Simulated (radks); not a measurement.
# Nuclear size and the levels of Nb⁺

An exercise on one series of results from a longer session: the logs are not shown, and one member is left open.

Program: radks (a radial shooting solver on a logarithmic mesh, Libxc functionals) version 1. Level of theory: Dirac Kohn-Sham, relativistic LDA (MacDonald-Vosko exchange, VWN5 correlation), spin-unpolarised, spherical densities, finite nucleus; open shells fill j = l - 1/2 first. These are calculated values, not measurements, unless marked.

### The system

- element: niobium (Z = 41)
- charge: +1
- electrons: 40
- configuration: [Kr] 4d4
- nuclear rms radius: 4.324 fm

The first run:

The run's settings:

```text
Z 41
configuration [Kr] 4d4 5s0 5p0
relativity Dirac
functional lda_x_rel,vwn5
spin unpolarised
j_filling energy
nucleus finite rms 4.324 fm
c 137.035999084
```

Steps of the session up to this table: rms radius 4.324 fm.

One of the session's tables, all rows but one given; the rest of the session is left out.

It belongs to the step «rms radius 4.324 fm». From the orbitals of this run (lengths in bohr):

| level | <r> | outermost maximum (interpolated) | 90 % within | nodes |
| --- | --- | --- | --- | --- |
| 4s1/2 | 1.160 | 1.03 | 1.70 | 3 |
| 4p1/2 | 1.283 | 1.11 | 1.91 | 2 |
| 4p3/2 | ? | ? | ? | ? |
| 5s1/2 | 3.353 | 2.91 | 4.91 | 4 |
| 4d3/2 | 2.053 | 1.49 | 3.35 | 1 |
| 4d5/2 | 2.077 | 1.51 | 3.39 | 1 |
| 5p1/2 | 4.174 | 3.58 | 6.17 | 3 |
| 5p3/2 | 4.263 | 3.66 | 6.29 | 3 |

Estimate the missing values for 4p3/2.

**Answer.** <r>: 1.315; outermost maximum (interpolated): 1.13; 90 % within: 1.96; nodes: 2. In the column «<r>» it lies between 4p1/2 (1.283) and 4d3/2 (2.053).
